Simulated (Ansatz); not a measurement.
**BrH4NOSi: up Jacob's ladder to CCSD(T)**

How much do the methods differ for BrH4NOSi? The plan is to run it at one geometry with functionals of several rungs and with coupled cluster, and see how far each lands from CCSD(T) at the basis-set limit for the atomisation energy.

Computed with Ansatz 0.2.0, Gaussian basis. Level: functionals in def2-TZVPP, the program's frozen cores in correlated methods.

The runs, in order: LDA (SPW92), PBE-D4, revPBE-D4, BLYP-D4, r2SCAN-D4, B97M-V, PBE0-D4, B3LYP-D4, r2SCANh-D4, r2SCAN0-D4, HSE06-D4, BHLYP-D4, CAM-B3LYP-D4, LC-ωPBE, ωB97X-V, ωB97M-V, B2PLYP, PBE-QIDH; CCSD(T)/def2-SVP; CCSD(T)/def2-TZVPP; MP2/def2-QZVPP; extrapolation to the limit; RPA on PBE.

**1. The relaxed structure**

The geometry comes from an earlier relaxation with PBE0-D4 in a triple-zeta def2 set; it is a stationary point, not always the lowest conformer.

SMILES `N[SiH](O)Br`, 8 atoms, charge 0, spin multiplicity 1.

Atoms are counted from 1 here; the program's logs count them from 0.

Bond lengths: N1–Si2 1.699 Å, N1–H5 1.006 Å, N1–H6 1.007 Å, Si2–O3 1.631 Å, Si2–Br4 2.227 Å, Si2–H7 1.475 Å, O3–H8 0.960 Å. Angles: Si2–N1–H5 121.0°, Si2–N1–H6 121.4°, H5–N1–H6 112.6°, N1–Si2–O3 111.4°, N1–Si2–Br4 104.4°, N1–Si2–H7 117.5°, O3–Si2–Br4 112.6°, O3–Si2–H7 103.7°, Br4–Si2–H7 107.3°, Si2–O3–H8 116.8°.

**2. LDA**

This LDA is Slater exchange with PW92 correlation.

File in.yaml:

```yaml
crystal:
  periodic: [false, false, false]
  atoms:
    - {symbol: N, position_ang: [-0.904589, 0.788783, -0.057988]}
    - {symbol: Si, position_ang: [0.555225, -0.078739, -0.125591]}
    - {symbol: O, position_ang: [0.714854, -1.077542, 1.154293]}
    - {symbol: Br, position_ang: [0.459246, -1.176134, -2.061173]}
    - {symbol: H, position_ang: [-1.404781, 1.027722, -0.897233]}
    - {symbol: H, position_ang: [-1.108494, 1.414125, 0.704860]}
    - {symbol: H, position_ang: [1.808770, 0.697835, -0.122355]}
    - {symbol: H, position_ang: [-0.028032, -1.653150, 1.349287]}
basis:
  gaussian: {orbitals: def2-TZVPP}
hamiltonian: {xc: lda}
output: {orbitals: {seedname: orbitals}}
```

Started as:

```
$ ansatz run in.yaml --threads 4 --pin off --events-out ev --progress --plain --max-ram 10444MiB
```

The runs that follow: PBE-D4 (GGA); revPBE-D4 (GGA); BLYP-D4 (GGA); r2SCAN-D4 (meta-GGA); B97M-V (meta-GGA); PBE0-D4 (hybrid); B3LYP-D4 (hybrid); r2SCANh-D4 (hybrid); r2SCAN0-D4 (hybrid); HSE06-D4 (hybrid); BHLYP-D4 (hybrid); CAM-B3LYP-D4 (range-separated); LC-ωPBE (range-separated); ωB97X-V (range-separated); ωB97M-V (range-separated); B2PLYP (double hybrid); PBE-QIDH (double hybrid); CCSD(T) in def2-SVP; CCSD(T) in def2-TZVPP; MP2 in def2-QZVPP; RPA on PBE orbitals.

**Question.** What will the summary of the whole plan be? Wanted: atomisation energy, CCSD(T)/CBS; farthest beyond LDA; mean size of error, GGA; mean size of error, meta-GGA; mean size of error, hybrid; mean size of error, range-separated; mean size of error, double hybrid; gap, smallest and largest; T1 diagnostic.

**Answer**, as computed:

```
                               quantity                                                      value
        atomisation energy, CCSD(T)/CBS                                             672.2 kcal/mol
functionals within 6.7 kcal/mol (1.0 %)  PBE-D4, r2SCAN-D4, B97M-V, CAM-B3LYP-D4, ωB97X-V, ωB97M-V
                    farthest beyond LDA                                  BHLYP-D4 (-27.7 kcal/mol)
                mean size of error, GGA                                               8.5 kcal/mol
           mean size of error, meta-GGA                                               6.1 kcal/mol
             mean size of error, hybrid                                              14.4 kcal/mol
    mean size of error, range-separated                                               5.1 kcal/mol
      mean size of error, double hybrid                                              13.8 kcal/mol
              gap, smallest and largest                      6.18 eV (BLYP-D4), 13.63 eV (LC-ωPBE)
                          T1 diagnostic                                                     0.0090
triples share of the correlation energy                                                      3.4 %
```

**Reading.** The LDA atomisation energy is off by 91.1 kcal/mol (14 %): it overbinds. PBE-D4 misses by +2.0 kcal/mol. Double hybrids carry the basis error of their MP2 part in triple zeta, and no dispersion term here, so their miss is partly the set-up's. The rungs range-separated, meta-GGA miss on average by less than the doubt on the reference (6.7 kcal/mol), so they tie. The reference freezes the cores and leaves out relativity and excitations past (T), and its outer-core shells are covered unevenly, so misses under about 6.7 kcal/mol can't be ranked. All levels share the lack of spin-orbit coupling, which lowers the free heavy atoms and so the true binding. Hartree-Fock recovers 69 % of the binding; the rest is correlation. CCSD(T) in def2-SVP is off by -66.5 kcal/mol, worse than the median functional, from the basis alone. The gap grows from 6.2 to 13.6 eV across the functionals, mostly with the share of exact exchange. Correlated methods include outer-core shells of Br, which these sets cover unevenly.
